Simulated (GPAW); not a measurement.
Runs of GPAW 26.7.0 on SnTe3. Symmetry: Fm-3m, No. 225, cubic system. Conventional cell: a = 7.722 Å, b = 7.722 Å, c = 7.722 Å, α = 90.00°, β = 90.00°, γ = 90.00°. Around Te (site symmetry m-3m) lie 8 Te at 3.34 Å. Te (site symmetry -43m) has 4 Te at 3.34 Å and 4 Sn at 3.34 Å as nearest neighbours. Sn (site symmetry m-3m) is surrounded by 8 Te at 3.34 Å. The cell comes from a database or a generator and needn't be the stable form of this composition.

```csv
level,gap on the mesh (eV),pressure (GPa),relaxed volume (Å³/atom)
PBEsol+D3,none,0.0,(a)
PBEsol,none,0.0,26.96
PBEsol+D3(BJ),none,0.0,25.57
PBEsol+D3(BJ)+ATM,none,0.0,25.73
PBEsol+D4,none,-0.1,(b)
```

Alike in all rows: task relaxation of cell and atoms; potentials or basis PAW data sets generated in the run's folder for this functional, pw; no spin polarisation; cell relaxed; k mesh 6 × 6 × 6; cutoff (eV) 600; smearing fermi-dirac 0.05 eV.

Question: Fill in the values left out.

Answer: (a) 26.46; (b) 26.14.

Caveats: later steps reuse the first step's grids; pairwise dispersion overbinds metals, which lowers pressure and volume (some runs).

A k mesh can miss the band edges, and the runs leave out spin-orbit coupling on Sn, Te.

A gap of «none» marks a metal or a gap under the smearing width.
